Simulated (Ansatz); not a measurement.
**CuF: the cell at several levels of theory**

The task here is to estimate one member of a computed series from the others.

Program: Ansatz 0.2.0. PAW datasets, plane waves, zero pressure. The cell comes from a prototype generator: it can be a known phase or a hypothetical one. Spin polarisation is off.

### Starting point

This is the cell as the run starts from it, not yet at rest; its lengths are not the crystal's.

Space group P6_3mc (No. 186), hexagonal; conventional cell a = 2.781 Å, c = 4.541 Å, 7.60 Å³ an atom. Around Cu lie 4 F at 1.70 Å; around F lie 4 Cu at 1.70 Å.

Coordinates:

```cif
data_structure
_symmetry_space_group_name_H-M 'P 1'
_symmetry_Int_Tables_number 1
_cell_length_a 2.7807
_cell_length_b 2.7807
_cell_length_c 4.5408
_cell_angle_alpha 90.000
_cell_angle_beta 90.000
_cell_angle_gamma 120.000
_cell_volume 30.41
loop_
_atom_site_label
_atom_site_type_symbol
_atom_site_fract_x
_atom_site_fract_y
_atom_site_fract_z
_atom_site_occupancy
Cu1 Cu 0.33333 0.66667 0.00000 1
Cu2 Cu 0.66667 0.33333 0.50000 1
F1 F 0.33333 0.66667 0.37500 1
F2 F 0.66667 0.33333 0.87500 1
```

The first run:

Input file input.yaml:

```yaml
crystal:
  lattice:
    - [2.780660756, 0.0, 0.0]
    - [-1.390330378, 2.408122854, 0.0]
    - [0.0, 0.0, 4.5408190146]
  atoms:
    - { symbol: Cu, position: [0.3333333333, 0.6666666667, 0.0] }
    - { symbol: Cu, position: [0.6666666667, 0.3333333333, 0.5] }
    - { symbol: F, position: [0.3333333333, 0.6666666667, 0.375] }
    - { symbol: F, position: [0.6666666667, 0.3333333333, 0.875] }
kpoints:
  mp_grid: { grid: [12, 12, 6] }
hamiltonian:
  xc: pbe
scf:
  occupations: { method: fermi_dirac, width: 0.02 }
relax:
  f_tol: 0.005
  cell: {}
```

On the command line:

```bash
$ ansatz run input.yaml --threads 2 --pin off --max-ram 2211MiB --backend cpu --events-out ev --progress --plain --runs-dir out
```

Among the steps run: Relaxing with PBE; r2SCAN: cell and atoms; Relaxing with PBEsol; Relaxing with LDA; HSE06: cell and atoms.

One of the session's tables, all rows but one given; the rest of the session is left out.

```
 level  a (Å)  c (Å)  volume (Å³/atom)
   PBE  2.864  6.808            12.094
r2SCAN      ?      ?                 ?
PBEsol  2.755  6.752            11.092
   LDA  2.692  6.662            10.450
 HSE06  2.976  6.542            12.549
```

**Question.** Estimate the row for r2SCAN.

As computed: a (Å): 2.790; c (Å): 6.721; volume (Å³/atom): 11.325. In the column «a (Å)» it lies between PBEsol (2.755) and PBE (2.864).

What this shows: From the start to the first minimum the volume moved by +59.1 %. LDA gives the smallest cell and HSE06 the largest; they differ by 20.1 % in volume, a mean of 6.3 % in length. LDA's volume lies 13.6 % below PBE's. The meshes differ: PBE 12×12×6, r2SCAN 12×12×4, PBEsol 12×12×4, LDA 12×12×4, HSE06 6×6×2.
